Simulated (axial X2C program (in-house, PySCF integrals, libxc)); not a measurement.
**PdMg⁺: EOM-IP-CCSD levels**

Aim: EOM-IP-CCSD levels of PdMg⁺, with spin–orbit coupling in the Hamiltonian from the start.

Method: two-component X2C with atomic mean-field terms, Pd dyall-cv3z, Mg dyall-cv3z; program: an in-house X2C program for linear molecules on PySCF integrals.

All values are calculated.

### Step 1. The job

Contents of task.json:

```json
{"zs": [46, 12], "q": 1, "bas": ["dyall-cv3z", "dyall-cv3z"], "r0": 2.59, "eom": "ip", "rq": 0, "thr": -2.0, "nmax": 95, "grid": [1, 0.96, 1.045, 0.92, 1.09, 1.15]}
```

Keys: zs atomic numbers; q charge; bas basis sets; r0 starting distance in Å; eom kind of EOM run; thr threshold in hartree for freezing inner shells (an s shell follows its p shell); nmax most natural virtual spinors; grid distances as factors.

Launch:

```bash
$ python soeom.py task.json out
```

Nuclei are Gaussian, cores are contracted, and the Gaunt term is on.

### Step 2. EOM-IP-CCSD at 2.347 Å

Reference: the closed shell PdMg; 12 electrons correlated, 94 virtual spinors; roots sought by Ω: 1/2: 4, 3/2: 3, 5/2: 1.

Output:

```text
two-component X2C + atomic mean field  HF
basis functions 234  fitting functions 980  grid points 5079
iter        total energy     max residual
   1      -5240.604732082     4.74e-01
   2      -5240.632406927     8.54e-03
   3      -5240.633887876     4.01e-02
   4      -5240.634776414     1.16e-02
   5      -5240.634835714     3.89e-04
   6      -5240.634844048     1.04e-03
   7      -5240.634845341     2.84e-04
   8      -5240.634845639     6.33e-05
   9      -5240.634845688     6.49e-05
  10      -5240.634845699     1.14e-05
  11      -5240.634845701     4.80e-06
  12      -5240.634845701     2.95e-06
  13      -5240.634845701     4.56e-07
converged
one-electron -7484.93771057  Coulomb 2281.42520943  exact exchange -158.94136766  xc functional 0.00000000  nuclear repulsion 124.45923325  atomic mean-field constant -2.64021014
correlated 12  virtual 334  natural virtual 94  E(MP2) -0.441273207  MP2 remainder -0.021950039
iter   CCSD correlation   residual
   1     -0.371648403   2.02e-01
   2     -0.385702113   9.61e-02
   3     -0.389056847   3.98e-02
   4     -0.388969510   1.86e-02
   5     -0.389169371   8.24e-03
   6     -0.389335068   3.38e-03
   7     -0.389328005   1.32e-03
   8     -0.389324159   5.32e-04
   9     -0.389334181   3.01e-04
  10     -0.389330985   1.68e-04
  11     -0.389331966   8.98e-05
  12     -0.389330917   4.78e-05
  13     -0.389330627   2.27e-05
  14     -0.389330619   9.92e-06
(T) -0.022909992  T1 0.0439  D1 0.0930  max T2 0.147
EOM-IP-CCSD roots
2*Omega      energy/Eh   energy/eV  one-particle weight
    1       0.26311576      7.1597      0.959
    1       0.30751990      8.3680      0.885
    1       0.33267454      9.0525      0.891
    1       0.43085512     11.7242      0.007
    3       0.29608625      8.0569      0.884
    3       0.30882011      8.4034      0.883
    3       0.46411525     12.6292      0.005
    5       0.28942831      7.8757      0.886
```

T1 in the output is the amplitude norm over the root of the electron number; divide by √2 for the Lee–Taylor value.

```tsv
Ω	vertical IE (eV)	above lowest (cm⁻¹)	spinor	weight
1/2	7.160	0	47% Mg sσ, 23% Pd dσ, 17% Pd sσ	0.96
5/2	7.876	5770	100% Pd dδ	0.89
3/2	8.057	7240	51% Pd dδ, 46% Pd dπ	0.88
1/2	8.368	9750	88% Pd dπ	0.89
3/2	8.403	10030	49% Pd dπ, 48% Pd dδ	0.88
1/2	9.053	15270	67% Pd dσ, 18% Mg sσ, 6% Pd dπ	0.89
```

Wall time 12 s (1 thread of Arm Neoverse N1, shared host); peak memory 0.77 GiB.

### Step 3. EOM-IP-CCSD at 2.253 Å

```tsv
Ω	vertical IE (eV)	above lowest (cm⁻¹)	spinor	weight
1/2	7.207	0	48% Mg sσ, 20% Pd dσ, 19% Pd sσ	0.96
5/2	7.978	6220	99% Pd dδ	0.89
3/2	8.189	7920	61% Pd dδ, 37% Pd dπ	0.89
1/2	8.530	10670	87% Pd dπ	0.89
3/2	8.543	10770	58% Pd dπ, 39% Pd dδ	0.89
1/2	9.201	16080	70% Pd dσ, 15% Mg sσ, 7% Pd dπ	0.89
```

Wall time 16 s (1 thread of Arm Neoverse N1, shared host); peak memory 0.81 GiB.

### Step 4. EOM-IP-CCSD at 2.453 Å

```tsv
Ω	vertical IE (eV)	above lowest (cm⁻¹)	spinor	weight
1/2	7.117	0	45% Mg sσ, 26% Pd dσ, 15% Pd sσ	0.96
5/2	7.788	5420	100% Pd dδ	0.88
3/2	7.935	6600	55% Pd dπ, 42% Pd dδ	0.88
1/2	8.223	8920	89% Pd dπ	0.88
3/2	8.286	9430	58% Pd dδ, 41% Pd dπ	0.88
1/2	8.904	14420	65% Pd dσ, 20% Mg sσ, 6% Pd dπ	0.89
```

Run time: 16 s. Hardware: 1 thread of Arm Neoverse N1, shared host; peak memory 0.83 GiB.

### Step 5. EOM-IP-CCSD at 2.159 Å

```tsv
Ω	vertical IE (eV)	above lowest (cm⁻¹)	spinor	weight
1/2	7.263	0	49% Mg sσ, 21% Pd sσ, 17% Pd dσ	0.96
5/2	8.100	6760	99% Pd dδ	0.89
3/2	8.338	8670	70% Pd dδ, 28% Pd dπ	0.89
3/2	8.715	11720	67% Pd dπ, 29% Pd dδ	0.89
1/2	8.719	11750	85% Pd dπ	0.89
1/2	9.360	16910	72% Pd dσ, 13% Mg sσ, 8% Pd dπ	0.89
```

Run time: 16 s. Hardware: 1 thread of Arm Neoverse N1, shared host; peak memory 0.83 GiB.

### Step 6. EOM-IP-CCSD at 2.558 Å

```tsv
Ω	vertical IE (eV)	above lowest (cm⁻¹)	spinor	weight
1/2	7.086	0	45% Mg sσ, 29% Pd dσ, 13% Pd sσ	0.95
5/2	7.746	5320	100% Pd dδ	0.88
3/2	7.856	6210	63% Pd dπ, 34% Pd dδ	0.88
1/2	8.128	8400	89% Pd dπ	0.89
3/2	8.222	9160	65% Pd dδ, 33% Pd dπ	0.88
1/2	8.787	13720	63% Pd dσ, 22% Mg sσ, 6% Pd dπ	0.89
```

Run time: 15 s. Hardware: 1 thread of Arm Neoverse N1, shared host; peak memory 0.83 GiB.

### Step 7. EOM-IP-CCSD at 2.699 Å

```tsv
Ω	vertical IE (eV)	above lowest (cm⁻¹)	spinor	weight
1/2	7.064	0	44% Mg sσ, 32% Pd dσ, 11% Pd sσ	0.95
5/2	7.680	4960	100% Pd dδ	0.88
3/2	7.754	5560	70% Pd dπ, 28% Pd dδ	0.88
1/2	8.013	7650	88% Pd dπ	0.89
3/2	8.140	8680	71% Pd dδ, 28% Pd dπ	0.88
1/2	8.633	12650	61% Pd dσ, 24% Mg sσ, 7% Pd dπ	0.89
```

Run time: 15 s. Hardware: 1 thread of Arm Neoverse N1, shared host; peak memory 0.84 GiB.

### Step 8. Curves of the states

Energies in eV from the lowest point of the lowest state; states are followed by energy order within each Ω.

```tsv
R (Å)	(1)Ω=1/2	(1)Ω=5/2	(1)Ω=3/2	(2)Ω=1/2	(2)Ω=3/2	(3)Ω=1/2
2.159	0.2759	1.1136	1.3513	1.7325	1.7284	2.3727
2.253	0.1003	0.8714	1.0821	1.4227	1.4359	2.0940
2.347	0.0162	0.7322	0.9134	1.2245	1.2599	1.9090
2.453	0.0000	0.6714	0.8181	1.1058	1.1695	1.7873
2.558	0.0475	0.7072	0.8174	1.0895	1.1834	1.7479
2.699	0.1497	0.7652	0.8392	1.0981	1.2253	1.7185
```

### Step 9. What came out

| quantity | value |
| --- | --- |
| lowest root at 2.347 Å | Ω = 1/2, 7.160 eV |
| next root led by one particle | Ω = 5/2, about 5770 cm⁻¹ higher |
| T1 of the reference | 0.031 |

What this shows: Removing an electron from the reference determinant of PdMg costs 7.16 eV and empties a spinor of 47% Mg sσ, 23% Pd dσ, 17% Pd sσ. Errors of 0.1 to 0.3 eV are usual at this size, and roots led by higher excitations are left out, so the list is incomplete, and low states of that kind can be missing. T1 or the largest double amplitude of the reference is raised, which lowers the reliability.
